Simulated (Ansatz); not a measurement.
**C₁₆H₁₉BN₂O₂: a spread of methods and bases**

Aim: run C₁₆H₁₉BN₂O₂ under a spread of inputs, and see what each costs and gives.

The runs use Ansatz 0.2.0, Gaussian basis; the settings change from run to run.

### 1 The geometry

The structure was relaxed beforehand with PBE-D4/def2-SVP.

SMILES `OB(O)CCCCc1ccc(/N=N/c2ccccc2)cc1`, 40 atoms, charge 0, spin multiplicity 1.

Atoms are counted from 1 here; the program's logs count them from 0.

Bond lengths: O1–B2 1.378 Å, O1–H22 0.974 Å, B2–O3 1.378 Å, B2–C4 1.582 Å, O3–H23 0.974 Å, C4–C5 1.541 Å, C4–H24 1.110 Å, C4–H25 1.114 Å, C5–C6 1.534 Å, C5–H26 1.114 Å, C5–H27 1.111 Å, C6–C7 1.542 Å, C6–H28 1.113 Å, C6–H29 1.112 Å, C7–C8 1.508 Å, C7–H30 1.112 Å, C7–H31 1.110 Å, C8–C9 1.416 Å and more. Angles: B2–O1–H22 114.5°, O1–B2–O3 123.7°, O1–B2–C4 117.7°, O3–B2–C4 118.6°, B2–O3–H23 114.3°, B2–C4–C5 112.6°, B2–C4–H24 109.3°, B2–C4–H25 108.4°, C5–C4–H24 111.0°, C5–C4–H25 108.8°, H24–C4–H25 106.7°, C4–C5–C6 115.0°, C4–C5–H26 109.5°, C4–C5–H27 108.9°, C6–C5–H26 108.6°, C6–C5–H27 108.7°, H26–C5–H27 105.7°, C5–C6–C7 114.3° and more.

### 2 SVWN5/def2-TZVP

Options: atoms shaken by 0.08 Å, density fitting with def2-universal-jkfit, a point charge of 2.00 e beside it.

Contents of in.yaml:

```yaml
crystal:
  periodic: [false, false, false]
  atoms:
    - {symbol: O, position_ang: [-7.593431, -1.050174, 0.380913]}
    - {symbol: B, position_ang: [-7.048623, -0.201021, -0.643096]}
    - {symbol: O, position_ang: [-7.700804, 0.643350, -1.507114]}
    - {symbol: C, position_ang: [-5.434045, -0.401167, -0.601011]}
    - {symbol: C, position_ang: [-4.711222, 0.083982, 0.624731]}
    - {symbol: C, position_ang: [-3.124466, 0.135169, 0.685672]}
    - {symbol: C, position_ang: [-2.489902, 0.867843, -0.350902]}
    - {symbol: C, position_ang: [-0.909840, 0.642759, -0.211220]}
    - {symbol: C, position_ang: [-0.348240, -0.194701, -0.775820]}
    - {symbol: C, position_ang: [1.202930, -0.310454, -0.705212]}
    - {symbol: C, position_ang: [1.838373, 0.465895, 0.181174]}
    - {symbol: N, position_ang: [3.209611, 0.534973, 0.431455]}
    - {symbol: N, position_ang: [3.823296, -0.377208, -0.230196]}
    - {symbol: C, position_ang: [5.073414, -0.509296, 0.088592]}
    - {symbol: C, position_ang: [5.985739, 0.292999, 0.807586]}
    - {symbol: C, position_ang: [7.284172, 0.304585, 1.046982]}
    - {symbol: C, position_ang: [7.964189, -0.714789, 0.371638]}
    - {symbol: C, position_ang: [7.287948, -1.362911, -0.680298]}
    - {symbol: C, position_ang: [6.018139, -1.307691, -0.757068]}
    - {symbol: C, position_ang: [1.081566, 1.455527, 0.872467]}
    - {symbol: C, position_ang: [-0.258898, 1.711315, 0.594381]}
    - {symbol: H, position_ang: [-8.564030, -0.885556, 0.383428]}
    - {symbol: H, position_ang: [-8.510434, 0.521001, -1.486834]}
    - {symbol: H, position_ang: [-5.060353, 0.144659, -1.566898]}
    - {symbol: H, position_ang: [-5.212806, -1.444427, -0.921261]}
    - {symbol: H, position_ang: [-5.022479, 1.063368, 0.882855]}
    - {symbol: H, position_ang: [-5.166817, -0.449020, 1.582559]}
    - {symbol: H, position_ang: [-2.891422, -1.106129, 0.540834]}
    - {symbol: H, position_ang: [-2.811227, 0.227206, 1.753869]}
    - {symbol: H, position_ang: [-2.866127, 1.819044, -0.136316]}
    - {symbol: H, position_ang: [-2.861131, 0.426214, -1.237732]}
    - {symbol: H, position_ang: [-0.681620, -1.062036, -1.641897]}
    - {symbol: H, position_ang: [1.637247, -1.181169, -1.216819]}
    - {symbol: H, position_ang: [5.221027, 1.262496, 1.270676]}
    - {symbol: H, position_ang: [7.795008, 1.012930, 1.634173]}
    - {symbol: H, position_ang: [9.214119, -0.889278, 0.339833]}
    - {symbol: H, position_ang: [7.820119, -2.221625, -1.149888]}
    - {symbol: H, position_ang: [5.381997, -2.128459, -1.288954]}
    - {symbol: H, position_ang: [1.601213, 2.115982, 1.547969]}
    - {symbol: H, position_ang: [-0.763240, 2.307834, 1.269907]}
basis:
  gaussian: {orbitals: def2-TZVP, fitting: {mean_field: def2-universal-jkfit}, point_charges: [{charge: 2.00, position_ang: [12.354, -0.050, -0.761]}]}
hamiltonian: {xc: {name: SVWN5}}
```

Run with:

```console
> ansatz run in.yaml --threads 2 --pin off --events-out ev --progress --plain --max-ram 22528MiB --backend cuda --devices 0, --max-vram 18GiB
```

The program printed:

```text
Functional definition: SVWN5
  name "SVWN5"
  cite "Dirac, Proc. Camb. Phil. Soc. 26, 376 (1930) doi:10.1017/S0305004100016108"
  cite "Slater, Phys. Rev. 81, 385 (1951) doi:10.1103/PhysRev.81.385"
  cite "Vosko, Wilk & Nusair, Can. J. Phys. 58, 1200 (1980) doi:10.1139/p80-159"
  exchange = slater_x
  correlation = vwn5_c
1925 factors; integrals over basis functions are off by at most 8.8e-1 eV
mean field evaluation 1: about -24378.8200 eV, gradient 1.6e2 eV
mean field evaluation 2: about -24088.4706 eV, gradient 3.4e2 eV
mean field evaluation 4: about -24402.4217 eV, gradient 8.8e1 eV
mean field evaluation 8: about -24440.1051 eV, gradient 7.4e0 eV
mean field evaluation 16: about -24440.2790 eV, gradient 1.7e-1 eV
mean field evaluation 32: about -24436.0586 eV, gradient 8.9e0 eV
mean field -24440.27907160 eV, -898.1636896652 hartree, gradient 4.7e-5 eV, S^2 0.000000; 4 other end points of the search recorded, 0 dependent functions left out
reference -24440.27916036 eV, -898.1636929269 hartree; 75, 75 occupied and 690, 690 virtual orbitals, 1925 factors
Total energy: -24440.27916036 eV, -898.1636929269 hartree
```

It took 9 s on 1 × H100 (card shared with other runs) with 2 threads of AMD EPYC 7R13, shared host; peak host memory 1.1 GiB.

### 3 BLYP/6-31G

Options: multiplicity 3, D4 dispersion.

Contents of in.yaml:

```yaml
crystal:
  periodic: [false, false, false]
  atoms:
    - {symbol: O, position_ang: [-7.646118, -1.023598, 0.385617]}
    - {symbol: B, position_ang: [-6.990137, -0.286502, -0.576578]}
    - {symbol: O, position_ang: [-7.629030, 0.548724, -1.467446]}
    - {symbol: C, position_ang: [-5.412725, -0.392742, -0.636931]}
    - {symbol: C, position_ang: [-4.737120, 0.077413, 0.665769]}
    - {symbol: C, position_ang: [-3.209960, -0.065245, 0.693050]}
    - {symbol: C, position_ang: [-2.471906, 0.819591, -0.331572]}
    - {symbol: C, position_ang: [-0.972558, 0.731842, -0.199372]}
    - {symbol: C, position_ang: [-0.235121, -0.246007, -0.909505]}
    - {symbol: C, position_ang: [1.144879, -0.369558, -0.754127]}
    - {symbol: C, position_ang: [1.832368, 0.493774, 0.131733]}
    - {symbol: N, position_ang: [3.222402, 0.460673, 0.365356]}
    - {symbol: N, position_ang: [3.859879, -0.419646, -0.288144]}
    - {symbol: C, position_ang: [5.251986, -0.448991, -0.043023]}
    - {symbol: C, position_ang: [5.921751, 0.413779, 0.856762]}
    - {symbol: C, position_ang: [7.302902, 0.298585, 1.026863]}
    - {symbol: C, position_ang: [8.031208, -0.670464, 0.308305]}
    - {symbol: C, position_ang: [7.369149, -1.528005, -0.585133]}
    - {symbol: C, position_ang: [5.983695, -1.418730, -0.760293]}
    - {symbol: C, position_ang: [1.108282, 1.471117, 0.846318]}
    - {symbol: C, position_ang: [-0.275223, 1.584521, 0.681591]}
    - {symbol: H, position_ang: [-8.612907, -0.909006, 0.392908]}
    - {symbol: H, position_ang: [-8.597652, 0.577829, -1.366667]}
    - {symbol: H, position_ang: [-5.039719, 0.184150, -1.508658]}
    - {symbol: H, position_ang: [-5.139372, -1.457566, -0.818093]}
    - {symbol: H, position_ang: [-4.998010, 1.143635, 0.855608]}
    - {symbol: H, position_ang: [-5.163768, -0.491928, 1.518790]}
    - {symbol: H, position_ang: [-2.927886, -1.128284, 0.522481]}
    - {symbol: H, position_ang: [-2.834734, 0.187264, 1.708680]}
    - {symbol: H, position_ang: [-2.797117, 1.873348, -0.191716]}
    - {symbol: H, position_ang: [-2.771312, 0.528643, -1.360082]}
    - {symbol: H, position_ang: [-0.768398, -0.916143, -1.603522]}
    - {symbol: H, position_ang: [1.732129, -1.119124, -1.303256]}
    - {symbol: H, position_ang: [5.320449, 1.156734, 1.399582]}
    - {symbol: H, position_ang: [7.827213, 0.968428, 1.726208]}
    - {symbol: H, position_ang: [9.119649, -0.755219, 0.448956]}
    - {symbol: H, position_ang: [7.937109, -2.285228, -1.146628]}
    - {symbol: H, position_ang: [5.429429, -2.072668, -1.449681]}
    - {symbol: H, position_ang: [1.668442, 2.131884, 1.524386]}
    - {symbol: H, position_ang: [-0.832128, 2.352737, 1.241452]}
basis:
  gaussian: {orbitals: 6-31G}
magnetization: {spin_polarized: true, initial_magnetization: 2}
hamiltonian: {xc: {name: BLYP}, dispersion: d4}
scf: {omitted_lower_state_checks: [starts]}
output: {forces: true}
```

Launched as before.

The program printed:

```text
Functional definition: BLYP
  name "BLYP"
  cite "Becke, Phys. Rev. A 38, 3098 (1988) doi:10.1103/PhysRevA.38.3098"
  cite "Lee, Yang & Parr, Phys. Rev. B 37, 785 (1988) doi:10.1103/PhysRevB.37.785"
  parameter beta = 0.0042
  parameter a = 0.04918
  parameter b = 0.132
  parameter c = 0.2533
  parameter d = 0.349
  exchange = b88_x(beta = beta)
  correlation = lyp_c(a = a, b = b, c = c, d = d)
these checks for a lower state are left out or cut short: starts
4020 factors; their error is unknown
mean field evaluation 1: about -24602.9530 eV, gradient 8.3e1 eV
mean field evaluation 2: about -24566.3862 eV, gradient 1.2e2 eV
mean field evaluation 4: about -24634.1712 eV, gradient 1.7e1 eV
mean field evaluation 8: about -24636.1690 eV, gradient 7.4e-1 eV
mean field evaluation 16: about -24635.8554 eV, gradient 1.2e-2 eV
mean field evaluation 32: about -24635.8554 eV, gradient 6.1e-6 eV
mean field -24635.85539809 eV, -905.3509870971 hartree, gradient 1.4e-6 eV, S^2 2.007586; 0 other end points of the search recorded, 0 dependent functions left out
the calculation of the forces begins
reference -24635.85603549 eV, -905.3510105212 hartree; 76, 74 occupied and 151, 153 virtual orbitals, 4020 factors
Total energy: -24638.50899775 eV, -905.4485050862 hartree
Atom 0 at    -7.646118    -1.023598     0.385617 Å, force    -0.074408    -0.352012     0.438358 eV/Å
Atom 1 at    -6.990137    -0.286502    -0.576578 Å, force     1.711157    -0.086085    -0.137995 eV/Å
Atom 2 at    -7.629030     0.548724    -1.467446 Å, force    -0.047657     0.351225    -0.405150 eV/Å
Atom 3 at    -5.412725    -0.392742    -0.636931 Å, force    -0.219716    -0.196170    -0.534305 eV/Å
Atom 4 at    -4.737120     0.077413     0.665769 Å, force    -0.305511     0.243311     0.582822 eV/Å
Atom 5 at    -3.209960    -0.065245     0.693050 Å, force     0.287640    -0.399336     0.366280 eV/Å
Atom 6 at    -2.471906     0.819591    -0.331572 Å, force    -0.195162     0.341688    -0.449000 eV/Å
Atom 7 at    -0.972558     0.731842    -0.199372 Å, force     0.046418    -0.133655    -0.104518 eV/Å
Atom 8 at    -0.235121    -0.246007    -0.909505 Å, force    -0.291346    -0.104457    -0.171946 eV/Å
Atom 9 at     1.144879    -0.369558    -0.754127 Å, force     0.550088    -0.542964    -0.347282 eV/Å
Atom 10 at     1.832368     0.493774     0.131733 Å, force    -0.194053     1.293176     1.139277 eV/Å
Atom 11 at     3.222402     0.460673     0.365356 Å, force    -3.713589     0.124679    -0.639787 eV/Å
Atom 12 at     3.859879    -0.419646    -0.288144 Å, force     3.785130    -0.092936     0.598600 eV/Å
Atom 13 at     5.251986    -0.448991    -0.043023 Å, force     0.097347    -1.335492    -1.111309 eV/Å
Atom 14 at     5.921751     0.413779     0.856762 Å, force    -0.543119     0.538605     0.387892 eV/Å
Atom 15 at     7.302902     0.298585     1.026863 Å, force     0.253725     0.142024     0.173339 eV/Å
Atom 16 at     8.031208    -0.670464     0.308305 Å, force     0.677674     0.071217     0.202820 eV/Å
Atom 17 at     7.369149    -1.528005    -0.585133 Å, force    -0.011714    -0.366487    -0.325210 eV/Å
Atom 18 at     5.983695    -1.418730    -0.760293 Å, force     0.110492    -0.430773    -0.374174 eV/Å
Atom 19 at     1.108282     1.471117     0.846318 Å, force    -0.086338     0.424203     0.348611 eV/Å
Atom 20 at    -0.275223     1.584521     0.681591 Å, force    -0.015866     0.357045     0.297037 eV/Å
Atom 21 at    -8.612907    -0.909006     0.392908 Å, force    -0.739360    -0.171113     0.305791 eV/Å
Atom 22 at    -8.597652     0.577829    -1.366667 Å, force    -0.744984     0.270544    -0.224227 eV/Å
Atom 23 at    -5.039719     0.184150    -1.508658 Å, force    -0.062520    -0.083901     0.147184 eV/Å
Atom 24 at    -5.139372    -1.457566    -0.818093 Å, force     0.004758     0.127106     0.019109 eV/Å
Atom 25 at    -4.998010     1.143635     0.855608 Å, force     0.029453    -0.112103    -0.037864 eV/Å
Atom 26 at    -5.163768    -0.491928     1.518790 Å, force     0.043726     0.060288    -0.127546 eV/Å
Atom 27 at    -2.927886    -1.128284     0.522481 Å, force    -0.043030     0.130714     0.010344 eV/Å
Atom 28 at    -2.834734     0.187264     1.708680 Å, force    -0.050121    -0.021569    -0.119940 eV/Å
Atom 29 at    -2.797117     1.873348    -0.191716 Å, force     0.008100    -0.135003    -0.034577 eV/Å
Atom 30 at    -2.771312     0.528643    -1.360082 Å, force     0.001550     0.053877     0.156876 eV/Å
Atom 31 at    -0.768398    -0.916143    -1.603522 Å, force     0.165783     0.151994     0.167772 eV/Å
Atom 32 at     1.732129    -1.119124    -1.303256 Å, force    -0.217498     0.142291     0.081037 eV/Å
Atom 33 at     5.320449     1.156734     1.399582 Å, force     0.233563    -0.134812    -0.079617 eV/Å
Atom 34 at     7.827213     0.968428     1.726208 Å, force    -0.171046    -0.147637    -0.167622 eV/Å
Atom 35 at     9.119649    -0.755219     0.448956 Å, force    -0.271635     0.030167    -0.031835 eV/Å
Atom 36 at     7.937109    -2.285228    -1.146628 Å, force    -0.152567     0.179110     0.130329 eV/Å
Atom 37 at     5.429429    -2.072668    -1.449681 Å, force     0.240799     0.111183     0.144586 eV/Å
Atom 38 at     1.668442     2.131884     1.524386 Å, force    -0.236814    -0.112712    -0.141708 eV/Å
Atom 39 at    -0.832128     2.352737     1.241452 Å, force     0.140653    -0.185228    -0.132452 eV/Å
Dipole moment:    -0.787802     0.028493     0.048778 e Å
Checks for a lower state left out: starts
```

Run time: 8 s. Hardware: 1 × H100 (card shared with other runs) with 2 threads of AMD EPYC 7R13, shared host; peak host memory 1.1 GiB.

Largest force 3.833 eV/Å, dipole 3.79 D, ⟨S²⟩ 2.008.

### 4 wB97M-V/6-31G

Set apart from the defaults: unrestricted orbitals.

Changes to in.yaml since step 3:

```diff
@@ -45,5 +45,4 @@
   gaussian: {orbitals: 6-31G}
-magnetization: {spin_polarized: true, initial_magnetization: 2}
-hamiltonian: {xc: {name: BLYP}, dispersion: d4}
+magnetization: {spin_polarized: true, initial_magnetization: 0}
+hamiltonian: {xc: {name: wB97M-V}}
 scf: {omitted_lower_state_checks: [starts]}
-output: {forces: true}
```

The command is unchanged.

The program printed, shortened:

```text
Functional definition: wB97M-V
  name "wB97M-V"
  cite "Mardirossian & Head-Gordon, J. Chem. Phys. 144, 214110 (2016) doi:10.1063/1.4952647"
  cite "Becke, J. Chem. Phys. 107, 8554 (1997) doi:10.1063/1.475007"
  cite "Vydrov & Van Voorhis, J. Chem. Phys. 133, 244103 (2010) doi:10.1063/1.3521275"
  # Of w^i u^j: cxij and so on, Table III.
[...]
  gx(w, u) = 1 - cx + cx01*u + cx10*w
  gss(w, u) = css00 + css04*u^4 + css10*w + css20*w^2 + css43*w^4*u^3
  gos(w, u) = cos00 + cos10*w + (cos20 + cos21*u)*w^2 + (cos60 + cos61*u)*w^6
[...]
      + integral(e_c_pw_mod_opposite_spin*gos(b97_w_opposite, b97_u_opposite)) + vv10(b, c)
[...]
3184 factors; integrals over basis functions are off by at most 2.3e-4 eV
1021 factors; integrals over basis functions are off by at most 3.8e-6 eV
[...]
mean field -24637.73315270 eV, -905.4199933065 hartree, gradient 4.5e-5 eV, S^2 0.000000; 0 other end points of the search recorded, 0 dependent functions left out
reference -24637.73322254 eV, -905.4199958730 hartree; 75, 75 occupied and 152, 152 virtual orbitals, 3184 factors
Total energy: -24637.73322254 eV, -905.4199958730 hartree
Checks for a lower state left out: starts
```

Run time: 15 s. Hardware: 1 × H100 (card shared with other runs) with 2 threads of AMD EPYC 7R13, shared host; peak host memory 1.6 GiB.

⟨S²⟩ 0.000.

### 5 rPW86-PBE/def2-SVP

Set apart from the defaults: a point charge of 0.50 e beside it, high accuracy, the search for lower states set to light.

Changes to in.yaml since step 4:

```diff
@@ -44,5 +44,5 @@
 basis:
-  gaussian: {orbitals: 6-31G}
-magnetization: {spin_polarized: true, initial_magnetization: 0}
-hamiltonian: {xc: {name: wB97M-V}}
-scf: {omitted_lower_state_checks: [starts]}
+  gaussian: {orbitals: def2-SVP, point_charges: [{charge: 0.50, position_ang: [12.897, -0.199, -0.419]}]}
+hamiltonian: {xc: {name: rPW86-PBE}}
+accuracy: high
+scf: {lower_state_search: light}
```

Same command.

The program printed:

```text
Functional definition: rPW86-PBE
  name "rPW86-PBE"
  cite "Murray, Lee & Langreth, J. Chem. Theory Comput. 5, 2754 (2009) doi:10.1021/ct900365q"
  cite "Perdew, Burke & Ernzerhof, Phys. Rev. Lett. 77, 3865 (1996) doi:10.1103/PhysRevLett.77.3865"
  parent pbe
  exchange = rpw86_x
  correlation = pbe_c
9896 factors; integrals over basis functions are off by at most 3.0e-8 eV
mean field evaluation 1: about -24651.7324 eV, gradient 1.2e2 eV
mean field evaluation 2: about -24589.1354 eV, gradient 2.0e2 eV
mean field evaluation 4: about -24688.4458 eV, gradient 2.4e1 eV
mean field evaluation 8: about -24690.0936 eV, gradient 7.5e-1 eV
mean field evaluation 16: about -24690.0641 eV, gradient 5.5e-3 eV
mean field -24690.06405045 eV, -907.3431183276 hartree, gradient 2.7e-8 eV, S^2 0.000000; 0 other end points of the search recorded, 0 dependent functions left out
reference -24690.06407868 eV, -907.3431193649 hartree; 75, 75 occupied and 314, 314 virtual orbitals, 9896 factors
Total energy: -24690.06407868 eV, -907.3431193649 hartree
```

Wall time 33 s (1 × H100 (card shared with other runs) with 2 threads of AMD EPYC 7R13, shared host); peak host memory 2.8 GiB.

### 6 All runs side by side

| level | charge | multiplicity | geometry | functions | energy (eV) | time |
| --- | --- | --- | --- | --- | --- | --- |
| SVWN5/def2-TZVP | 0 | 1 | shaken, point charge | 765 | -24440.279 | 9 s |
| BLYP/6-31G | 0 | 3 | relaxed | 227 | -24638.509 | 8 s |
| wB97M-V/6-31G | 0 | 1 | relaxed | 227 | -24637.733 | 15 s |
| rPW86-PBE/def2-SVP | 0 | 1 | relaxed, point charge | 389 | -24690.064 | 33 s |

### 7 Outcome

| quantity | value |
| --- | --- |
| runs | 4 |
| quickest | BLYP/6-31G, 8 s |
| slowest | rPW86-PBE/def2-SVP, 33 s |

The runs differ in state or geometry as well as level, so their energies can't be set against each other. rPW86-PBE/def2-SVP took 4 times as long as BLYP/6-31G. The jobs differ in tasks and options as well as level.
